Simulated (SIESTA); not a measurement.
The system is Ta4O.

```
Ta O
1.0
     3.25750    0.00000    0.00000
     0.00000    3.25750    0.00000
     0.00000    0.00000    7.40934
Ta O
4 1
Direct
  0.00000 0.00000 0.00000
  0.50000 0.50000 0.21684
  0.50000 0.50000 0.78316
  0.00000 0.00000 0.50000
  0.50000 0.50000 0.50000
```

The cell comes from a database or a generator and needn't be the stable form of this composition.

Base run:

* Program: SIESTA 5.4.2
* Functional: PBEsol
* Potentials or basis: PseudoDojo 0.4 standard (PBEsol files)
* Basis: SZ (energy shift 0.003 Ry)
* Grid cutoff: 800 Ry
* Energy shift: 0.003 Ry
* k mesh: 8 × 8 × 4
* Occupations: fermi-dirac, width 0.05 eV
* Spin: no spin polarisation

Its results: band gap on the k mesh none (metal or under the smearing width); pressure -19.9 GPa; largest force 1.522 eV/Å.

Q: The run is repeated on the same cell with these changes: basis from SZ (energy shift 0.003 Ry) to TZDP (energy shift 0.003 Ry; two zetas on semicore shells). What comes out?

A: Band gap on the k mesh none (metal or under the smearing width); pressure -7.0 GPa; largest force 0.089 eV/Å.

Caveats: short orbitals over semicore shells can move pressures by several GPa; spin-orbit coupling is left out, which moves the levels of the heavy elements; the basis of atomic orbitals isn't converged, which shifts pressures, moduli and gaps; the basis has no polarisation orbitals (some runs); forces of over 1 eV/Å show positions far from the minimum, so gaps and moduli don't describe the material at rest (some runs).
